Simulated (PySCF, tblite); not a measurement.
# C7H7S radical: geometry, infrared bands and EPR parameters

Aim: predict the infrared bands and EPR parameters of C7H7S radical (`[S][C@@H]1CC12C=CC=C2`).

Programs: tblite 0.8.0 and PySCF 2.14.0, with density-fitted response routines of our own. Each step states its level of theory. These are calculated values for one molecule in the gas phase, unless marked as measured. Atoms are numbered from 0 throughout.

## 1. The molecule as given

15 atoms, charge 0, multiplicity 2; geometry from: force field or distance geometry start.

Bonds of the start (Å): S0–C1 1.81, C1–C2 1.52, C2–C3 1.51, C3–C4 1.44, C4–C5 1.32, C5–C6 1.47, C6–C7 1.33, C3–C1 1.48, C7–C3 1.50, C1–H8 1.08, C2–H9 1.10, C2–H10 1.10, C4–H11 1.08, C5–H12 1.09, C6–H13 1.09, C7–H14 1.09.

## 2. Optimising the geometry with GFN2-xTB

Job settings and geometry (Å):

```
{"job": {"kind": "relax", "xc": "GFN2-xTB", "basis": "xTB"}, "charge": 0, "multiplicity": 2}
S     -1.140700    -0.554400     2.631200
C     -1.511200    -0.177400     0.899000
C     -1.145100    -1.287000    -0.079300
C     -0.289400    -0.051000     0.065800
C     -0.128500     0.885300    -1.020100
C      1.143700     1.227300    -1.126200
C      1.906200     0.520700    -0.082200
C      1.082600    -0.238100     0.638900
H     -2.428500     0.370000     0.750900
H     -0.772300    -2.246800     0.313100
H     -1.672100    -1.349700    -1.046000
H     -0.926400     1.242900    -1.656300
H      1.541700     1.927800    -1.858600
H      2.981700     0.611200     0.070100
H      1.353800    -0.873000     1.477700
```

Launch:

```bash
$ OMP_NUM_THREADS=1 python probes_run.py task.json out
```

One launch serves the whole session: the jobs run in the order shown.

The program printed:

```text
step      E/eV     max force
  0    -590.28545    1.807
  1    -590.39752    1.288
  2    -590.46067    0.520
  3    -590.48810    0.395
  4    -590.50354    0.352
  5    -590.51977    0.401
  6    -590.53289    0.426
  7    -590.54262    0.298
  8    -590.54937    0.168
  9    -590.55479    0.189
 10    -590.55910    0.155
 11    -590.56210    0.117
 12    -590.56374    0.083
 13    -590.56495    0.092
 14    -590.56643    0.108
 15    -590.56815    0.106
 16    -590.56965    0.086
 17    -590.57074    0.082
 18    -590.57169    0.090
 19    -590.57288    0.103
 20    -590.57443    0.107
 21    -590.57611    0.125
 22    -590.57758    0.099
 23    -590.57866    0.086
 24    -590.57939    0.077
 25    -590.57989    0.059
 26    -590.58030    0.059
 27    -590.58074    0.070
 28    -590.58120    0.057
 29    -590.58154    0.043
 30    -590.58174    0.035
 31    -590.58192    0.039
 32    -590.58217    0.049
 33    -590.58249    0.047
 34    -590.58279    0.040
 35    -590.58303    0.048
 36    -590.58327    0.056
 37    -590.58356    0.053
 38    -590.58386    0.051
 39    -590.58405    0.040
 40    -590.58415    0.026
 41    -590.58422    0.030
 42    -590.58429    0.023
 43    -590.58434    0.020
 44    -590.58437    0.016
 45    -590.58440    0.017
 46    -590.58444    0.019
 47    -590.58447    0.016
 48    -590.58450    0.009
```

Wall time 0.99 s (1 thread of Intel Xeon at 2.50GHz, shared host).

Step by step: (not every step is listed)

```
step  energy from step 0 (eV)  largest force (eV/Å)
   0                   0.0000                1.8071
   1                  -0.1121                1.2881
   2                  -0.1752                0.5203
   3                  -0.2027                0.3947
   4                  -0.2181                0.3517
   5                  -0.2343                0.4009
   6                  -0.2474                0.4264
   7                  -0.2572                0.2983
   8                  -0.2639                0.1681
  11                  -0.2767                0.1174
  14                  -0.2810                0.1081
  17                  -0.2853                0.0817
  20                  -0.2890                0.1073
  23                  -0.2932                0.0857
  26                  -0.2948                0.0591
  29                  -0.2961                0.0434
  32                  -0.2967                0.0488
  35                  -0.2976                0.0479
  38                  -0.2984                0.0508
  41                  -0.2988                0.0298
  43                  -0.2989                0.0197
  44                  -0.2989                0.0161
  45                  -0.2989                0.0166
  46                  -0.2990                0.0187
  47                  -0.2990                0.0157
  48                  -0.2991                0.0088
```

Distances of close pairs at the start and the end, largest changes first:

```
  bond  before (Å)  after (Å)  change (Å)
 C1–C3       1.484      1.551      +0.067
 S0–C1       1.811      1.745      -0.066
 C1–C2       1.524      1.488      -0.035
 C5–C6       1.473      1.447      -0.027
 C4–C5       1.322      1.348      +0.026
 C3–C7       1.499      1.474      -0.025
C2–H10       1.103      1.080      -0.023
 C2–H9       1.102      1.080      -0.022
```

The end geometry stands in the next job.

## 3. Infrared spectrum with GFN2-xTB

Job settings and geometry (Å):

```
{"job": {"kind": "ir", "xc": "GFN2-xTB", "basis": "xTB"}, "charge": 0, "multiplicity": 2}
S     -1.286466    -0.441513     2.626168
C     -1.480044    -0.228988     0.904624
C     -1.188699    -1.332677    -0.050598
C     -0.221250    -0.179187    -0.000283
C     -0.120025     0.849202    -1.037934
C      1.153566     1.287904    -1.077168
C      1.932921     0.577678    -0.086936
C      1.138351    -0.292246     0.557858
H     -2.256682     0.480624     0.647776
H     -0.843918    -2.270033     0.360179
H     -1.814827    -1.425316    -0.925764
H     -0.948747     1.173774    -1.639170
H      1.553408     2.037129    -1.735530
H      2.980831     0.739825     0.084389
H      1.397167    -0.968188     1.350477
```

The program printed:

```text
mode    cm-1     km/mol
  1      95.5      0.45
  2     141.6      1.23
  3     203.5      3.17
  4     319.7      1.83
  5     352.3      0.88
  6     526.7      0.98
  7     542.2      1.98
  8     560.0      1.05
  9     721.3      5.37
 10     765.5      2.96
 11     782.4     13.01
 12     785.0      1.94
 13     811.3     35.49
 14     862.3      4.47
 15     865.9      0.97
 16     878.0      1.72
 17     906.7      6.24
 18     930.7      1.55
 19    1015.1      9.95
 20    1035.2      0.37
 21    1040.4      2.75
 22    1067.8      6.13
 23    1090.6      3.97
 24    1103.5      6.56
 25    1184.9      6.99
 26    1211.6      3.11
 27    1285.2     47.10
 28    1307.5     16.38
 29    1382.4      5.50
 30    1435.5      2.14
 31    1491.6     13.29
 32    1605.2     36.13
 33    3025.2      5.72
 34    3079.0      7.40
 35    3100.0      7.22
 36    3133.4      4.27
 37    3141.4     26.36
 38    3149.1     52.78
 39    3158.1     19.38
```

It took 1.8 s on 1 thread of Intel Xeon at 2.50GHz, shared host.

The strongest bands and the atoms that carry them (share of the mass-weighted mode):

```
cm⁻¹  km/mol                                atoms
 811    35.5           H14 27 %, C3 25 %, C7 14 %
1285    47.1  C3 37 %, C7 19 %, C4 11 %, H13 11 %
1308    16.4  C5 21 %, C3 15 %, C6 14 %, H12 11 %
1492    13.3            C4 34 %, C5 30 %, C7 18 %
1605    36.1   C6 35 %, C7 31 %, C5 16 %, C4 11 %
3141    26.4         H13 55 %, H14 20 %, H11 18 %
3149    52.8         H11 41 %, H12 36 %, H14 12 %
3158    19.4                   H14 60 %, H13 27 %
```

## 4. g tensor and hyperfine couplings: B3LYP/pcH-1

The job, as its differences from that of step 3:

```diff
@@ -1,2 +1,2 @@
-{"job": {"kind": "ir", "xc": "GFN2-xTB", "basis": "xTB"}, "charge": 0, "multiplicity": 2}
+{"job": {"kind": "epr", "basis": "pcH-1"}, "charge": 0, "multiplicity": 2}
 S     -1.286466    -0.441513     2.626168
```

Level: UKS B3LYP, pcH-1 on C H S, non-relativistic, mean-field spin-orbit, GIAO.

The program printed:

```text
UKS, coarse grid
  cycle   1  E = -669.01947769  |g| = 2.91e-01
  cycle   2  E = -669.02085293  |g| = 2.99e-01
  cycle   3  E = -669.06370428  |g| = 8.43e-02
  cycle   4  E = -669.06649788  |g| = 4.74e-02
  cycle   5  E = -669.06770484  |g| = 1.10e-02
  cycle   6  E = -669.06778135  |g| = 7.54e-03
  cycle   7  E = -669.06781950  |g| = 1.54e-03
  cycle   8  E = -669.06782636  |g| = 1.28e-03
  cycle   9  E = -669.06783042  |g| = 6.64e-04
UKS, final grid
  cycle   1  E = -669.06784655  |g| = 7.24e-04
  cycle   2  E = -669.06784857  |g| = 1.11e-03
  cycle   3  E = -669.06784976  |g| = 4.17e-04
  cycle   4  E = -669.06785299  |g| = 4.05e-04
  cycle   5  E = -669.06785629  |g| = 1.65e-04
  cycle   6  E = -669.06785644  |g| = 7.15e-05
  cycle   7  E = -669.06785646  |g| = 5.42e-05
  cycle   8  E = -669.06785647  |g| = 2.72e-05
  cycle   9  E = -669.06785648  |g| = 1.49e-05
E = -669.06785648 Eh   <S^2> = 0.7540 (exact 0.7500)
g shifts (ppm)      1          2          3
  rmc          -222       -222       -222
  gc             -8         45         44
  oz_so         133      14918     217291
  total         -96      14744     217115
hyperfine (MHz)  atom isotope    a_iso     a_fc   dipolar eigenvalues
    0   33S      16.94      16.94    -80.17    -79.39    159.57
    1   13C     -18.26     -18.26     -4.39     -1.77      6.15
    2   13C      21.67      21.67     -5.65     -5.25     10.90
    3   13C      26.03      26.03     -9.19     -8.89     18.08
    4   13C      -1.15      -1.15     -5.24      1.32      3.93
    5   13C       7.03       7.03     -4.72     -3.92      8.64
    6   13C      -2.46      -2.46     -2.25      0.78      1.47
    7   13C       0.46       0.46     -3.18     -2.46      5.65
    8    1H      -2.25      -2.25     -3.36     -1.97      5.33
    9    1H      -2.07      -2.07     -3.91     -0.68      4.59
   10    1H      10.02      10.02     -3.14     -1.33      4.47
   11    1H       1.18       1.18     -1.45     -0.73      2.18
   12    1H      -1.66      -1.66     -2.60     -0.48      3.08
   13    1H       1.20       1.20     -0.88     -0.21      1.10
   14    1H      -1.49      -1.49     -3.01     -0.62      3.63
```

It took 3.2 min on 1 thread of Intel Xeon at 2.50GHz, shared host; peak memory 1.1 GiB.

Principal g values 2.00222, 2.01706, 2.21943; g(iso) = 2.07957, against 2.00232 for a free electron. They are not to be trusted: the run shows a large g shift, which the driver flags as unsure.

Hyperfine couplings, nucleus by nucleus at this fixed geometry (no averaging over rotations):

```
nuclei  isotope  a(iso) (MHz)  a(iso) (G, at g = 2.0023)  largest dipolar term (MHz)
    C3      13C          26.0                        9.3                        18.1
    C2      13C          21.7                        7.7                        10.9
    C1      13C         -18.3                       -6.5                         6.2
    S0      33S          16.9                        6.0                       159.6
   H10       1H          10.0                        3.6                         4.5
    C5      13C           7.0                        2.5                         8.6
    C6      13C          -2.5                       -0.9                        -2.3
    H8       1H          -2.2                       -0.8                         5.3
    H9       1H          -2.1                       -0.7                         4.6
   H12       1H          -1.7                       -0.6                         3.1
   H14       1H          -1.5                       -0.5                         3.6
   H13       1H           1.2                        0.4                         1.1
   H11       1H           1.2                        0.4                         2.2
    C4      13C          -1.1                       -0.4                        -5.2
```

Mulliken spin populations:

S0 0.87; C1 -0.03; C2 0.04; C3 0.08; C4 -0.03; C5 0.06; C6 -0.02; C7 0.03; H8 0.00; H9 0.00; H10 0.00; H11 0.00; H12 0.00; H13 0.00; H14 0.00

The fields below are evaluated on a grid from the run's orbitals.

ELF in a plane through or near 9 of the atoms.

Ten even steps from '0' (0.00) to '9' (1.00):
```
0000000000000000000000000000
0000000000000000000000000000
0000000000000000000000000000
0000000000047851000000000000
0000000000299994000000000000
0000156300399993000000000000
0001899962479970000000000000
0002999985814440000000000000
0000599924854983235421000000
0000023554524743678842000000
0000001476424833557621000000
0000157737663883112100000000
0000799994845251000010000000
0000899994457983002332100000
0000389940069994004554100000
0000023200069993003432000000
0000000000014730000000000000
0000000000000000000000000000
0000000000000000000000000000
0000000000000000000000000000
```
The map spans 10.9 Å across and 9.6 Å up, centred on the molecule. Atoms in the plane (x, y in Å): C3 (0.3, 0.0), C4 (-0.7, 1.2), C5 (-1.9, 0.7), C6 (-1.9, -0.8), C7 (-0.6, -1.2), H11 (-0.4, 2.2), H12 (-2.8, 1.2), H13 (-2.7, -1.4), H14 (-0.2, -2.2).

On the surface of density 0.002 e/bohr³ the electrostatic potential runs, from the 1st to the 99th percentile, from -0.91 V near S0 to 1.11 V near H10.

The spin density lies nearest to S0 74 %; C3 6 %.

## 5. What came out

| quantity | value |
| --- | --- |
| strongest single infrared mode (GFN2-xTB) | 3149 cm⁻¹, 53 km/mol |
| zero-point energy (GFN2-xTB) | 71.6 kcal/mol |
| g(iso) (B3LYP) | 2.07957 |
| ⟨S²⟩ | 0.754 (exact 0.75) |
| largest a(iso) | 13C on C3, 26.0 MHz |
| surface potential, 1st and 99th percentile | -0.91 V and 1.11 V |
| property runs in this session | 1, of which 0 failed and 1 gave unsound results |

In words: The optimisation took 48 steps and gained 0.299 eV; among the close pairs (by a distance rule), C1–C3 changed most, from 1.484 to 1.551 Å. All 39 modes are real, so the xTB geometry is a minimum. The strongest single mode, at 3149 cm⁻¹, moves mainly H11 and H12. Unscaled tight-binding wavenumbers are off by several per cent, some by more. Its intensities can rank the bands wrongly. Most of the unpaired spin sits on S0 (0.87 e). The isotropic g lies 77.3 ppt above the free-electron value. These values are not to be trusted: the run shows a large g shift, which the driver flags as unsure.
